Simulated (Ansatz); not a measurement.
Working through a short molecular-dynamics run of CH2BFO, SMILES O=CBF

With Ansatz 0.2.0, Python API.

The cells in order, each with its output:

**Cell 1**
```python
import ansatz as az
import numpy as np
```

**Cell 2**
```python
ch2bfo = (
    az.Crystal.molecule()
    .atom('O', [1.0616, -0.607, -1.2824])
    .atom('C', [0.4451, 0.2728, -0.6114])
    .atom('B', [-0.4875, -0.1633, 0.5708])
    .atom('F', [-0.555, -1.5558, 0.886])
    .atom('H', [0.5768, 1.3223, -0.8509])
    .atom('H', [-0.9988, 0.667, 1.2417])
)
```

**Cell 3**
```python
setup = (
    ch2bfo.calculation()
    .basis(gaussian='6-31G*')
    .functional('blyp')
    .md('nvt_nose_hoover', timestep=0.25, steps=20, temperature=200, initial_velocities='maxwell_boltzmann', seed=75, thermostat_time=50)
)
frames = []
setup.session().plan().execute(on_event=lambda e: frames.append(e['data']) if e['event'] == 'md_step' else None)
print('t (fs)   E_pot (eV)      E_kin (eV)   T (K)   d(0-1) (A)')
for f in frames[::2]:
    xyz = np.array(f['positions_ang'])
    print(f'{f["time_fs"]:6.2f} {f["lagrangian_ev"]:14.5f} {f["e_kin_ev"]:10.5f} {f["temperature_k"]:8.1f} {np.linalg.norm(xyz[0] - xyz[1]):9.4f}')
kept = np.array([f['conserved_ev'] for f in frames])
print(f'conserved energy moves by at most {1000 * np.ptp(kept):.3f} meV')
```
Output:
```text
t (fs)   E_pot (eV)      E_kin (eV)   T (K)   d(0-1) (A)
  0.00    -6508.34301    0.10341    200.0    1.2666
  0.50    -6508.35360    0.11397    220.4    1.2624
  1.00    -6508.36966    0.12999    251.4    1.2574
  1.50    -6508.38859    0.14886    287.9    1.2518
  2.00    -6508.40772    0.16794    324.8    1.2456
  2.50    -6508.42497    0.18511    358.0    1.2391
  3.00    -6508.43925    0.19931    385.5    1.2324
  3.50    -6508.45053    0.21047    407.1    1.2256
  4.00    -6508.45960    0.21938    424.3    1.2191
  4.50    -6508.46769    0.22726    439.5    1.2128
  5.00    -6508.47609    0.23537    455.2    1.2071
conserved energy moves by at most 0.164 meV
```

Total energies depend on the basis set; only differences at equal settings carry meaning. The trajectory is only some femtoseconds long, so its temperature is not equilibrated; where the script doesn't relax first, it starts from a rough generated geometry. The temperature counts the internal degrees of freedom alone. Wall time of the script: 26 s on 1 thread of Arm Neoverse V2 (shared host), peak memory 0.17 GiB.

(Lines on the test bed's own set-up are left out of the output.)
